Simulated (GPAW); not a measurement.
TaTe:

```
CELL_PARAMETERS angstrom
3.42009 0.00000 0.00000
0.00000 3.42009 0.00000
0.00000 0.00000 3.42009
ATOMIC_POSITIONS crystal
Ta 0.50000 0.50000 0.50000
Te 0.00000 0.00000 0.00000
```

The cell was built by a generator and needn't be a form met in nature.

Base run:

```yaml
Program: GPAW 26.7.0
Functional: PBEsol
Potentials_or_basis: PAW data sets generated in the run's folder for this functional
Cutoff: 600 eV
Basis: pw
k_mesh: 8 × 8 × 8
Occupations: fermi-dirac, width 0.05 eV
Spin: no spin polarisation
Hubbard_terms: Ta d U = 6 eV
```

Its results: band gap on the k mesh none (metal or under the smearing width); pressure 5.5 GPa.

After a change of settings the same cell gave: band gap on the k mesh none (metal or under the smearing width); pressure 3.1 GPa. Which change was it?
A. hubbard terms from Ta d U = 6 eV to Ta d U = 3 eV
B. hubbard terms from Ta d U = 6 eV to Ta d U = 5 eV
C. hubbard terms from Ta d U = 6 eV to none

B.

Caveats: U without spin polarisation on a metal has little footing; the U is typed as a test and isn't derived for this compound.
